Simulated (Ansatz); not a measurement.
Write a Python script for Ansatz 0.2.0, Python API that makes a band structure of Rb₂Pd, space group Fm-3m. Level of theory: r2SCAN, PAW, cutoff 550 eV, 5×5×5 k-points, Fermi-Dirac smearing of 0.1 eV, D4 dispersion.

Contents of `rb2pd.extxyz`:
```text
3
Lattice="0.0 4.123218 4.123218 4.123218 0.0 4.123218 4.123218 4.123218 0.0" Properties=species:S:1:pos:R:3 pbc="T T T"
Rb    2.06160900    2.06160900    2.06160900
Rb    6.18482700    6.18482700    6.18482700
Pd    0.00000000    0.00000000    0.00000000
```

`rb2pd.py`:
```python
import ansatz as az
import numpy as np


def main() -> None:
    structure = az.Crystal.from_extxyz("rb2pd.extxyz")

    path = [
        ("K", (0.375, 0.375, 0.75)),
        ("G", (0.0, 0.0, 0.0)),
        ("L", (0.5, 0.5, 0.5)),
        ("W", (0.5, 0.25, 0.75)),
        ("X", (0.5, 0.0, 0.5)),
    ]
    calc = (
        structure.calculation()
        .functional("r2SCAN", dispersion="d4")
        .basis(550)
        .kpoints(5)
        .occupations("fermi_dirac")
        .band_structure([point for _, point in path], intervals=4)
        .scf(extra_bands=6)
        .density_of_states(energy_step=0.2, nscf_kmesh_spacing=0.16)
        .band_table()
    )
    out = calc.run()
    report = out.report

    n_atoms = len(report["lattice"]["sites"])
    print("F =", round(report["free_energy_ev"], 4), "eV for", n_atoms, "atoms")
    print("E(sigma -> 0) =", round(report["energy_sigma0_ev"], 4), "eV, TS =", round(report["entropy_ts_ev"], 5), "eV")
    print("closed by", report["closed_by"], "after", report["n_iterations"], "iterations")

    dos = out.density_of_states()
    energy = np.asarray(dos.energies_ev) - dos.fermi_ev
    top = min(levels[-1] for levels in report["eigenvalues_ev"]) - dos.fermi_ev  # the computed bands end here
    for spin, channel in enumerate(dos.channels):
        g = np.asarray(channel.g_bin_mean_per_ev)
        peak = np.where(np.abs(energy) < 8, g, 0).argmax()
        print(f"channel {spin}: g(E_F) = {np.interp(0.0, energy, g):.3f} states/eV, highest peak within 8 eV {g[peak]:.2f} at {energy[peak]:.2f} eV")
    grid = np.arange(-10, min(4, top), 0.25)
    columns = [grid] + [np.interp(grid, energy, ch.g_bin_mean_per_ev) for ch in dos.channels]
    np.savetxt("dos_rb2pd.dat", np.column_stack(columns), fmt="%.3f", header="E-EF (eV), states/eV by channel")

    bands = out.band_structure()
    fermi = bands.fermi_energy_ev
    print(f"zero of the bands: {fermi:.3f} eV, the Fermi level found on the SCF mesh")
    for spin, channel in enumerate(bands.channels):
        levels = channel.eigenvalues_ev - fermi
        crossing = [b for b in range(levels.shape[1]) if levels[:, b].min() < 0 < levels[:, b].max()]
        print(f"channel {spin}: bands that cross the Fermi level on this path:", [b + 1 for b in crossing] or "none")
        shown = crossing or sorted(np.argsort(np.abs(levels).min(axis=0))[:2])
        for k, row in zip(bands.kpoints_frac, levels[:, shown]):
            print(f"{k[0]:7.3f} {k[1]:7.3f} {k[2]:7.3f}  ", " ".join(f"{e:8.3f}" for e in row))


if __name__ == "__main__":
    main()
```

`python rb2pd.py` gives:
```text
F = -13541.4887 eV for 3 atoms
E(sigma -> 0) = -13541.488 eV, TS = 0.0013 eV
closed by deck_thresholds after 8 iterations
channel 0: g(E_F) = 0.000 states/eV, highest peak within 8 eV 48.07 at -1.24 eV
zero of the bands: 4.708 eV, the Fermi level found on the SCF mesh
channel 0: bands that cross the Fermi level on this path: none
  0.375   0.375   0.750     -0.631    1.011
  0.281   0.281   0.562     -0.913    1.021
  0.188   0.188   0.375     -1.170    1.141
  0.094   0.094   0.188     -1.169    1.655
  0.000   0.000   0.000     -1.164    2.074
  0.125   0.125   0.125     -1.168    1.759
  0.250   0.250   0.250     -1.177    1.216
  0.375   0.375   0.375     -1.144    0.686
  0.500   0.500   0.500     -0.941    0.390
  0.500   0.438   0.562     -0.907    0.487
  0.500   0.375   0.625     -0.804    0.752
  0.500   0.313   0.688     -0.665    1.127
  0.500   0.250   0.750     -0.594    1.458
  0.500   0.188   0.688     -0.594    1.081
  0.500   0.125   0.625     -0.596    0.786
  0.500   0.062   0.562     -0.598    0.597
  0.500   0.000   0.500     -0.598    0.532
```

It writes `dos_rb2pd.dat`:
```text
# E-EF (eV), states/eV by channel
-10.000 0.000
-9.750 0.000
-9.500 0.000
-9.250 0.000
-9.000 0.000
-8.750 0.000
-8.500 0.000
-8.250 0.000
-8.000 0.000
-7.750 0.000
-7.500 0.000
-7.250 0.000
-7.000 0.000
-6.750 0.000
-6.500 0.000
-6.250 0.000
-6.000 0.000
-5.750 0.000
-5.500 0.000
-5.250 0.000
-5.000 0.000
-4.750 0.000
-4.500 0.000
-4.250 0.000
-4.000 0.000
-3.750 0.000
-3.500 0.000
-3.250 0.000
-3.000 0.000
-2.750 0.000
-2.500 0.000
-2.250 0.153
-2.000 0.412
-1.750 0.676
-1.500 1.641
-1.250 45.186
-1.000 2.943
-0.750 2.566
-0.500 0.670
-0.250 0.000
0.000 0.000
0.250 0.000
0.500 0.434
0.750 2.573
1.000 3.716
1.250 1.095
1.500 0.531
1.750 1.648
2.000 1.858
2.250 3.371
2.500 4.367
2.750 4.288
3.000 1.534
3.250 2.988
3.500 1.997
3.750 1.196
```

Caveats:
- Absolute energies stand on the zero of these potentials, so only differences at equal settings mean something. A total without «per atom» is that of the cell as typed.
- Along an axis with an odd division the mesh misses the point at one half; a gap read on a finite mesh is an upper bound on this functional's gap.
- Semilocal gaps usually lie well under measured ones.
- An opening on this mesh may only mean that it misses a point where bands touch.
- The structure comes from a database of computed cells and needn't be a stable or known phase.
- Gaps and levels are Kohn-Sham values on a finite set of k-points, without spin-orbit coupling.
- The computed bands are complete only to about 4.0 eV above the Fermi level; beyond that the density of states is undercounted.
- It ran for 11 s on 1 thread of Intel(R) Xeon(R) Platinum 8375C CPU @ 2.90GHz (Ice Lake) (shared host), peak memory 0.72 GiB.
